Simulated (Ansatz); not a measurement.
# TlO3: the cost of one run

Program: Ansatz 0.2.0. Level of theory: DFT PBE, scalar-relativistic, plane waves, PAW. These are calculated values, not measurements.

## Step 1: Starting point

Symmetry: P6_3/mmc, No. 194, hexagonal system. The conventional cell has a = 5.325 Å, b = 5.325 Å, c = 4.274 Å, α = 90.00°, β = 90.00°, γ = 120.00°. Around Tl (site symmetry -6m2) lie 12 O at 2.63 to 2.66 Å. Around O (site symmetry mm2) lie 4 Tl at 2.63 to 2.66 Å and 8 O at 2.63 to 2.67 Å.

Coordinates:

```xyz
8
Lattice="5.3247 0.0000 0.0000 -2.6624 4.6114 0.0000 0.0000 0.0000 4.2739" Properties=species:S:1:pos:R:3 pbc="T T T"
Tl    0.0000    3.0742    1.0685
Tl    2.6624    1.5371    3.2054
O     2.6624    3.0712    1.0685
O    -1.3285    3.8413    3.2054
O     1.3338    0.7701    1.0685
O     0.0000    1.5402    3.2054
O     3.9909    0.7701    1.0685
O     1.3285    3.8413    3.2054
```

This is candidate A: Ni3Sn (D0_19) type (P6_3/mmc, No. 194).

(A quick probe on a coarse mesh, which set the mesh and smearing, is not shown.)

## Step 3: Coarse relaxation (candidate A)

File input.yaml:

```yaml
crystal:
  lattice:
    - [5.3247322483, 0.0, 0.0]
    - [-2.6623661242, 4.6113533954, 0.0]
    - [0.0, 0.0, 4.2739191945]
  atoms:
    - { symbol: Tl, position: [0.3333333333, 0.6666666667, 0.25] }
    - { symbol: Tl, position: [0.6666666667, 0.3333333333, 0.75] }
    - { symbol: O, position: [0.833, 0.666, 0.25] }
    - { symbol: O, position: [0.167, 0.833, 0.75] }
    - { symbol: O, position: [0.334, 0.167, 0.25] }
    - { symbol: O, position: [0.167, 0.334, 0.75] }
    - { symbol: O, position: [0.833, 0.167, 0.25] }
    - { symbol: O, position: [0.666, 0.833, 0.75] }
basis:
  ecutwfc: 420
kpoints:
  mp_grid: { grid: [6, 6, 4] }
hamiltonian:
  xc: pbe
scf:
  occupations: { method: gaussian, width: 0.1 }
  lower_state_search: "off"
output:
  forces: true
  stress: true
  eigenvalues: true
relax:
  adjacent_minimum: "off"
  f_tol: 0.04
  max_steps: 70
  cell: { stress_tol: 0.4 }
```

Run with:

```bash
$ ansatz run input.yaml --threads 1 --pin off --max-ram 2560MiB --backend cpu --events-out ev --progress --plain --runs-dir out
```

Q: Estimate wall time and peak memory on 1 thread of Arm Neoverse V1, shared host.

About 84 s, with a peak of 0.38 GiB.
